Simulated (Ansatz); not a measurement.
# C2H5CuN2: how energies converge with the basis set

One table from this session's results is given with a row withheld; the runs are named, their logs left out.

Program: Ansatz 0.2.0, Gaussian basis. Level of theory: one geometry, several basis sets. These are calculated values, not measurements.

Levels to be run: PBE0-D4/def2-SVP; ωB97M-V/def2-SVP; PBE0-D4/def2-QZVPP; ωB97M-V/def2-QZVPP; the functionals' def2-TZVPP values are taken from earlier runs.

## Structure used throughout

All runs share one geometry, relaxed beforehand with PBE0-D4 in a triple-zeta def2 set.

SMILES `CC#[N+][Cu-][NH2]`, 10 atoms, charge 0, spin multiplicity 1.

Atoms are counted from 1 here; the program's logs count them from 0.

Bond lengths: C1–C2 1.444 Å, C1–H6 1.091 Å, C1–H7 1.091 Å, C1–H8 1.091 Å, C2–N3 1.147 Å, N3–Cu4 1.829 Å, Cu4–N5 1.819 Å, N5–H9 1.014 Å, N5–H10 1.014 Å. Angles: C2–C1–H6 109.9°, C2–C1–H7 109.8°, C2–C1–H8 110.0°, H6–C1–H7 109.0°, H6–C1–H8 109.1°, H7–C1–H8 109.0°, C1–C2–N3 179.9°, C2–N3–Cu4 179.3°, N3–Cu4–N5 176.1°, Cu4–N5–H9 114.3°, Cu4–N5–H10 114.3°, H9–N5–H10 105.8°.

The first run:

in.yaml

```yaml
crystal:
  periodic: [false, false, false]
  atoms:
    - {symbol: C, position_ang: [-0.795381, -1.980879, 1.642833]}
    - {symbol: C, position_ang: [-0.359951, -0.943376, 0.738511]}
    - {symbol: N, position_ang: [-0.014467, -0.117671, 0.020708]}
    - {symbol: Cu, position_ang: [0.531373, 1.213675, -1.108422]}
    - {symbol: N, position_ang: [1.105800, 2.449556, -2.312547]}
    - {symbol: H, position_ang: [-0.435002, -1.770504, 2.651370]}
    - {symbol: H, position_ang: [-1.885827, -2.025000, 1.657348]}
    - {symbol: H, position_ang: [-0.404626, -2.947076, 1.318784]}
    - {symbol: H, position_ang: [0.387314, 3.093174, -2.624915]}
    - {symbol: H, position_ang: [1.870777, 3.028103, -1.983660]}
basis:
  gaussian: {orbitals: def2-SVP}
hamiltonian: {xc: pbe0, dispersion: d4}
output: {orbitals: {seedname: orbitals}}
```

On the command line:

```console
ansatz run in.yaml --threads 4 --pin off --events-out ev --progress --plain --max-ram 10444MiB
```

Steps of the session up to this table: PBE0-D4 in def2-SVP; ωB97M-V in def2-SVP; PBE0-D4 in def2-QZVPP; ωB97M-V in def2-QZVPP.

One table of the session follows, with a row left open; its other results are not shown here.

It belongs to the step «Functionals by basis». 

| functional | basis | HOMO (eV) |
| --- | --- | --- |
| PBE0-D4 | def2-SVP | -4.33 |
| PBE0-D4 | def2-TZVPP | -4.86 |
| PBE0-D4 | def2-QZVPP | -4.97 |
| ωB97M-V | def2-SVP | -6.56 |
| ωB97M-V | def2-TZVPP | -7.13 |
| ωB97M-V | def2-QZVPP | ? |

Estimate the missing values for ωB97M-V, def2-QZVPP.

As computed: HOMO (eV): -7.24. In the column «HOMO (eV)» it is the lowest.
